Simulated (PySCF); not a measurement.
# H6O2SSi2: the cost of one run

Computed with PySCF 2.14.0 and routines of our own; the level stands in each step. Atoms count from 0.

## 1. The starting structure

11 atoms, charge 0, multiplicity 1; geometry from: GFN2-xTB.

## 2. Magnetic properties: GIAO BHandHLYP/aug-pcSseg-1

What the job is given:

```
{"job": {"kind": "mag", "xc": "BHandHLYP", "basis": "aug-pcSseg-1", "isotopologues": 2}, "charge": 0, "multiplicity": 1}
O     -1.479333    -0.025738     1.451586
Si    -1.354477    -0.944553     0.127656
O     -0.045751    -0.517635    -0.759320
Si     1.352872     0.244526    -0.966622
S      1.716590     1.525014     0.727596
H     -0.753646     0.111438     2.058006
H     -1.133686    -2.351307     0.433021
H     -2.510940    -0.572162    -0.662261
H      2.437185    -0.716733    -0.929360
H      1.208224     1.066421    -2.155685
H      0.568387     2.183401     0.649420
```

With the program's defaults for keys left out, this is: GIAO BHandHLYP/aug-pcSseg-1 magnetisability, rotational g tensor and spin-rotation constants, non-relativistic, gas phase.

On the command line:

```console
> OMP_NUM_THREADS=1 python excited_run.py task.json out
```

One launch serves the whole session: the jobs run in the order shown.

**Question.** How long does this first job take on 1 thread of Arm Neoverse N1, shared host, and how much memory does it need?

About 39 s, with a peak of 0.82 GiB.
